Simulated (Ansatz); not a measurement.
**TiSi2 (Immm): test of the smearing width in Python**

How much does the smearing width move the energy of TiSi2 (Immm)? A script is to give a test of the smearing width; the system is TiSi2 (Immm).

Computed with Ansatz 0.2.0, driven from Python. Level of theory: DFT LDA, plane waves, PAW.

**1. Starting point**

Symmetry: Immm, No. 71, orthorhombic system. Conventional cell: a = 2.946 Å, b = 3.424 Å, c = 8.424 Å, α = 90.00°, β = 90.00°, γ = 90.00°. Around Ti (site symmetry mmm) lie 10 Si at 2.67 to 2.78 Å and 2 Ti at 2.95 Å. Si (site symmetry mm2) has 7 Si at 2.63 to 2.95 Å and 5 Ti at 2.67 to 2.78 Å as nearest neighbours.

tisi2.xyz, read by the script:

```xyz
3
Lattice="-1.472872 1.71213 4.212083 1.472872 -1.71213 4.212083 1.472872 1.71213 -4.212083" Properties=species:S:1:pos:R:3 pbc="T T T"
Ti    0.00000000    0.00000000    0.00000000
Si   -0.00000000   -0.00000000    2.77931770
Si   -0.00000000    0.00000000    5.64484830
```

**2. Script**

smear_tisi2.py reads:

```python
"""Smearing width test for TiSi2."""

from dataclasses import dataclass
import logging
import sys

import ansatz as az
import pandas as pd

logging.basicConfig(stream=sys.stdout, format="[%(levelname)s] %(message)s")
log = logging.getLogger("tisi2")
log.setLevel(logging.INFO)


@dataclass(frozen=True)
class RunConfig:
    functional: str = "lda"
    k_spacing: float = 0.22


cfg = RunConfig()

structure = az.Crystal.from_extxyz("tisi2.xyz")

calc = (
    structure.calculation()
    .functional(cfg.functional)
    .kpoints(spacing=cfg.k_spacing)
    .forces()
    .stress()
)

rows = []
for value in [0.25, 0.15, 0.1, 0.05, 0.025]:
    report = calc.occupations("gaussian", width=value).run(threads=1, backend="cpu").report
    rows.append((value, report["free_energy_ev"] / len(report["lattice"]["sites"]), report["n_iterations"], sum(report["stress_gpa"][i][i] for i in range(3)) / 3, max(abs(f) for row in report["forces_ev_ang"] for f in row), report["n_kpoints"]))

table = pd.DataFrame(rows, columns=["width (eV)", "F/atom (eV)", "iterations", "P (GPa)", "max component (eV/A)", "k-points"])
print(table.round(5).to_string(index=False))

# differences from the last row
for row in rows[:-1]:
    shift = 1000 * (row[1] - rows[-1][1])
    log.info(f"{row[0]}: {shift:+.2f} meV/atom" + ("  (within 2 meV)" if abs(shift) < 2 else ""))
```

**3. The input behind the calls**

The engine receives this input (first run):

```yaml
crystal:
  lattice:
    - [-1.472872, 1.71213, 4.212083]
    - [1.472872, -1.71213, 4.212083]
    - [1.472872, 1.71213, -4.212083]
  atoms:
    - { symbol: Ti, position: [0.0, 0.0, 0.0] }
    - { symbol: Si, position: [0.3299220005873579, 0.3299220005873579, 0.0] }
    - { symbol: Si, position: [0.6700779994126421, 0.6700779994126421, 0.0] }
kpoints:
  mp_grid:
    kspacing: 0.22
hamiltonian:
  xc: lda
scf:
  occupations:
    method: gaussian
    width: 0.25
output:
  forces: true
  stress: true
```

**4. The run**

On the command line:

```bash
> python smear_tisi2.py
```

The log of the run:

```text
DeckWarning: basis.ecutwfc = 420 eV, auto-derived from the records' recommended cutoffs: set by Ti (normal level)
 width (eV)  F/atom (eV)  iterations  P (GPa)  max component (eV/A)  k-points
      0.250  -1223.02062           7 -6.50563               0.10021       343
      0.150  -1223.01591           7 -6.56944               0.10577       343
      0.100  -1223.01442           7 -6.58999               0.10919       343
      0.050  -1223.01348           7 -6.60141               0.11697       343
      0.025  -1223.01321           7 -6.60404               0.12215       343
[INFO] 0.25: -7.41 meV/atom
[INFO] 0.15: -2.70 meV/atom
[INFO] 0.1: -1.21 meV/atom  (within 2 meV)
[INFO] 0.05: -0.26 meV/atom  (within 2 meV)
```

(Warnings from the package without file and line.)

Wall time 62 s (1 thread of Arm Neoverse V1, shared host); peak memory 0.55 GiB.

**5. Inputs of later runs**

The engine's inputs for some of the other runs:

Run 2, against run 1:

```diff
@@ -18 +18 @@
-    width: 0.25
+    width: 0.15
```

Run 4, against run 1:

```diff
@@ -18 +18 @@
-    width: 0.25
+    width: 0.05
```

Run 5, against run 1:

```diff
@@ -18 +18 @@
-    width: 0.25
+    width: 0.025
```

**6. Run by run**

The 5 runs, in the order started:

```csv
run,width (eV),energy from run 5 (meV/atom),the same at zero width (meV/atom),pressure (GPa),SCF cycles,CPU time (s)
1,0.25,-7.41,-0.08,-6.51,7,12
2,0.15,-2.70,-0.14,-6.57,7,12
3,0.1,-1.21,-0.09,-6.59,7,12
4,0.05,-0.26,-0.02,-6.60,7,12
5,0.025,0.00,0.00,-6.60,7,12
```

Energies are free energies F = E - TS of the smeared occupations. 

**7. Results**

| quantity | value |
| --- | --- |
| runs compared | 5 |
| last run but one, from the last | -0.26 meV/atom |
| within 5 meV/atom of the last run from | 0.15 |

What this shows: Going from 0.025 to 0.25 eV changes F by -7.4 meV an atom. With this scheme F falls roughly as the square of the width; the report's estimate for zero width (energy_sigma0_ev) moves by only -0.1 meV. The pressure moves from -6.60 to -6.51 GPa. What to keep in mind:
- The free energy holds a sizeable smearing term, which stands for no physical temperature.
- The narrowest width needs the finest mesh, so the last row is no converged reference.
- Pressure is positive in compression.
- At these settings the cell as given stands under about -7 GPa, so it isn't at this functional's equilibrium volume.
- The structure comes from a database of computed cells and needn't be a stable or known phase.
